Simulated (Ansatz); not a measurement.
**C2H8OSi (SMILES CC[SiH2]O) at MP2/cc-pVDZ**

What is the energy change on altering one bond length of C2H8OSi at MP2/cc-pVDZ? 

The results are computed with Ansatz 0.2.0.

73 further runs of the same task are left out: 73 set aside as unsound or not needed.

## (1) Starting point

C2H8OSi has 12 atoms, charge 0, and is taken as a singlet. As SMILES, `CC[SiH2]O`. Geometry: relaxed at PBE0-D4/def2-TZVP. This is one conformer, not always the lowest.

Bond lengths: C1–C2 1.526 Å, C2–Si3 1.868 Å, Si3–O4 1.653 Å, C1–H5 1.094 Å, C1–H6 1.093 Å, C1–H7 1.093 Å, C2–H8 1.096 Å, C2–H9 1.097 Å, Si3–H10 1.494 Å, Si3–H11 1.484 Å, O4–H12 0.957 Å. Some angles: C1–C2–Si3 113.6°, C2–Si3–O4 112.4°, C1–C2–H8 110.5°, C1–C2–H9 110.5°, Si3–C2–H8 108.4°, Si3–C2–H9 107.5°, C2–C1–H5 111.5°, C2–C1–H6 111.3°, C2–C1–H7 111.8°, C2–Si3–H10 108.7°.

## (2) A single-point energy at MP2/cc-pVDZ

input.yaml reads:

```yaml
crystal:
  periodic: [false, false, false]
  atoms:
    - symbol: C
      position_ang: [-1.462000, -0.315100, -0.130400]
    - symbol: C
      position_ang: [-0.193100, -0.595200, 0.670600]
    - symbol: Si
      position_ang: [1.348100, 0.138200, -0.088600]
    - symbol: O
      position_ang: [1.258000, 1.782700, -0.229600]
    - symbol: H
      position_ang: [-1.384700, -0.701300, -1.150800]
    - symbol: H
      position_ang: [-1.659100, 0.758300, -0.198700]
    - symbol: H
      position_ang: [-2.341400, -0.775300, 0.326800]
    - symbol: H
      position_ang: [-0.292100, -0.210900, 1.691700]
    - symbol: H
      position_ang: [-0.031100, -1.675800, 0.767200]
    - symbol: H
      position_ang: [1.555800, -0.473500, -1.435500]
    - symbol: H
      position_ang: [2.530600, -0.124900, 0.769100]
    - symbol: H
      position_ang: [0.748100, 2.137600, -0.957900]
basis:
  gaussian: {orbitals: cc-pVDZ}
correlation: {method: mp2, frozen_orbitals: {C: 1, H: 0, O: 1, Si: 5}}
accuracy: high
```

On the command line:

```
$ ansatz run input.yaml --threads 1 --pin off --max-ram 3480MiB --events-out events.jsonl --progress --plain --runs-dir runs
```

Log:

```text
Warning: RAYON_NUM_THREADS=1 ignored (pool sized by the plan → 1); use --threads N
Functional definition: HF
  name "HF"
  exchange = exact_x
  correlation = 0
2427 factors; integrals over basis functions are off by at most 3.9e-9 eV
mean field evaluation 1: about -12084.8639 eV, gradient 3.8e1 eV
mean field evaluation 2: about -12084.9663 eV, gradient 3.8e1 eV
mean field evaluation 4: about -12088.2467 eV, gradient 3.5e0 eV
mean field evaluation 8: about -12088.2885 eV, gradient 1.4e-4 eV
mean field -12088.28846223 eV, -444.2364072509 hartree, gradient 4.0e-8 eV, S^2 0.000000; 0 other end points of the search recorded, 0 dependent functions left out
8 core orbitals not correlated: weight in the atoms' cores, before any rotation towards them, 1.000 or more for the frozen orbitals, at most 0.000 for the correlated occupied ones
reference -12088.28846223 eV, -444.2364072509 hartree; 13, 13 occupied and 79, 79 virtual orbitals, 2427 factors
second order -15.84978891 eV of doubles, -0.00000000 eV of singles
Total energy: -12104.13825115 eV, -444.8188762500 hartree
```

Run time: 2.2 s. Hardware: 1 thread of AMD EPYC 9R45 (Zen 5), shared host; peak memory 0.32 GiB.

## (3) The distorted shape at the same level

run.yaml reads:

```yaml
crystal:
  periodic: [false, false, false]
  atoms:
    - {symbol: C, position_ang: [-2.477139, -0.091016, -0.771212]}
    - {symbol: C, position_ang: [-0.193100, -0.595200, 0.670600]}
    - {symbol: Si, position_ang: [1.348100, 0.138200, -0.088600]}
    - {symbol: O, position_ang: [1.258000, 1.782700, -0.229600]}
    - {symbol: H, position_ang: [-2.399839, -0.477216, -1.791612]}
    - {symbol: H, position_ang: [-2.674239, 0.982384, -0.839512]}
    - {symbol: H, position_ang: [-3.356539, -0.551216, -0.314012]}
    - {symbol: H, position_ang: [-0.292100, -0.210900, 1.691700]}
    - {symbol: H, position_ang: [-0.031100, -1.675800, 0.767200]}
    - {symbol: H, position_ang: [1.555800, -0.473500, -1.435500]}
    - {symbol: H, position_ang: [2.530600, -0.124900, 0.769100]}
    - {symbol: H, position_ang: [0.748100, 2.137600, -0.957900]}
basis:
  gaussian:
    orbitals: cc-pVDZ
correlation:
  method: mp2
  frozen_orbitals: {C: 1, H: 0, O: 1, Si: 5}
accuracy: high
```

On the command line:

```
$ ansatz run run.yaml --threads 1 --pin off --max-ram 3480MiB --events-out events.jsonl --progress --plain --runs-dir runs
```

Log, shortened:

```text
Warning: RAYON_NUM_THREADS=1 ignored (pool sized by the plan → 1); use --threads N
[... 2 set-up lines as earlier in the session ...]
[...]
2373 factors; integrals over basis functions are off by at most 3.9e-9 eV
[...]
mean field -12083.41358519 eV, -444.0572588237 hartree, gradient 1.1e-8 eV, S^2 0.000000; 0 other end points of the search recorded, 0 dependent functions left out; unrestricted orbitals would lower it
unrestricted determinant -12084.97242415 eV, -444.1145450990 hartree, S^2 0.8672
8 core orbitals not correlated: weight in the atoms' cores, before any rotation towards them, 1.000 or more for the frozen orbitals, at most 0.000 for the correlated occupied ones
reference -12083.41358519 eV, -444.0572588237 hartree; 13, 13 occupied and 79, 79 virtual orbitals, 2373 factors
second order -16.38459461 eV of doubles, -0.00000000 eV of singles
Total energy: -12099.79817980 eV, -444.6593815698 hartree
```

It took 2.8 s on 1 thread of AMD EPYC 9R45 (Zen 5), shared host; peak memory 0.35 GiB.

## (4) Results

At MP2/cc-pVDZ, 8 core orbitals frozen:

```
                                                         quantity          value
                                        first shape: total energy  -444.81888 Eh
         first shape: correlation energy (8 core orbitals frozen)     -582.5 mEh
                                    distorted shape: total energy  -444.65938 Eh
     distorted shape: correlation energy (8 core orbitals frozen)     -602.1 mEh
energy change with the C1–C2 bond stretched from 1.526 to 2.748 Å       4.340 eV
```

What this shows: One bond (distorted shape) is far stretched, which a spin-restricted single reference describes badly; perturbation theory on it can break down and give far too much correlation. With the C1–C2 bond stretched from 1.526 to 2.748 Å the energy rises by 4.34 eV (419 kJ/mol). The first shape isn't relaxed at this level, so the change isn't measured from a minimum. A restricted reference can't describe the breaking bond well at this length. The restricted solution (distorted shape) is unstable to spin breaking: an unrestricted one lies lower.
